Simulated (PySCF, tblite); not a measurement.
# C₃H₁₄BNSi₂: geometry, infrared bands and NMR shifts

What infrared bands and NMR shifts should C₃H₁₄BNSi₂ (`CB(C)[Si@@H](N)C[SiH3]`) show?

Computed with tblite 0.8.0 and PySCF 2.14.0, with density-fitted response routines of our own, on a single molecule in the gas phase. Atoms are numbered from 0 throughout.

## (1) Starting geometry

21 atoms, charge 0, multiplicity 1; geometry from: force field or distance geometry start.

Bonds of the start (Å): C0–B1 1.58, B1–C2 1.58, B1–Si3 1.95, Si3–N4 1.80, Si3–C5 1.87, C5–Si6 1.87, C0–H7 1.10, C0–H8 1.11, C0–H9 1.12, C2–H10 1.10, C2–H11 1.12, C2–H12 1.12, Si3–H13 1.47, N4–H14 1.04, N4–H15 1.04, C5–H16 1.10, C5–H17 1.12, Si6–H18 1.46, Si6–H19 1.48, Si6–H20 1.47.

## (2) Relaxing the molecule with GFN2-xTB

Job settings and geometry (Å):

```
{"job": {"kind": "relax", "xc": "GFN2-xTB", "basis": "xTB"}, "charge": 0, "multiplicity": 1}
C     -1.871600    -0.207400    -1.230100
B     -1.143600     0.536100    -0.039900
C     -1.393800     2.064200     0.287300
Si     0.155600    -0.441200     1.029700
N     -0.657300    -1.836000     1.833400
C      1.540100    -1.075800    -0.048700
Si     2.496400     0.366000    -0.770600
H     -1.121600    -0.566600    -1.953100
H     -2.451900    -1.068800    -0.831800
H     -2.578600     0.489300    -1.740300
H     -0.456500     2.630600     0.178100
H     -2.156800     2.483700    -0.416300
H     -1.784600     2.173400     1.332400
H      0.711800     0.439800     2.068800
H      0.071000    -2.330000     2.378200
H     -0.962200    -2.479900     1.076300
H      1.126200    -1.687900    -0.864200
H      2.231100    -1.701800     0.563900
H      3.598000    -0.144800    -1.587900
H      3.044400     1.189100     0.328700
H      1.595000     1.185000    -1.594600
```

On the command line:

```
OMP_NUM_THREADS=1 python probes_run.py task.json out
```

One launch serves the whole session: the jobs run in the order shown.

**Question.** This job is followed by: GFN2-xTB harmonic vibrations, gas phase; GIAO PBE0/pcSseg-1 NMR shielding, non-relativistic, gas phase. What will the session give for the following? strongest single infrared mode (GFN2-xTB); zero-point energy (GFN2-xTB); 13C shifts against TMS (PBE0/pcSseg-1, means over atoms taken as alike); 1H shifts against TMS (PBE0/pcSseg-1, means over atoms taken as alike); 11B shifts against BF3·OEt2 (PBE0/pcSseg-1); 29Si shifts against TMS (PBE0/pcSseg-1); 15N shifts against NH3 (PBE0/pcSseg-1).

As calculated:

| quantity | value |
| --- | --- |
| strongest single infrared mode (GFN2-xTB) | 2203 cm⁻¹, 443 km/mol |
| zero-point energy (GFN2-xTB) | 100.9 kcal/mol |
| 13C shifts against TMS (PBE0/pcSseg-1, means over atoms taken as alike) | 22.9, -0.7 ppm |
| 1H shifts against TMS (PBE0/pcSseg-1, means over atoms taken as alike) | 4.97, 3.68, 1.44, 0.20, 0.11, -0.39 ppm |
| 11B shifts against BF3·OEt2 (PBE0/pcSseg-1) | 105.2 ppm |
| 29Si shifts against TMS (PBE0/pcSseg-1) | -31.5, -80.3 ppm |
| 15N shifts against NH3 (PBE0/pcSseg-1) | 13.0 ppm |

In words: Over 133 steps the energy fell by 0.413 eV; of the close pairs, Si3–C5 changed most, 1.866 to 1.932 Å. No mode is imaginary among the 57: a minimum at this level. The strongest single mode, at 2203 cm⁻¹, moves mainly H20. Unscaled tight-binding wavenumbers are off by several per cent, some by more. Its intensities can rank the bands wrongly. At PBE0/pcSseg-1: The largest span, 214 ppm, is at B1, where the paramagnetic term is -202 ppm.
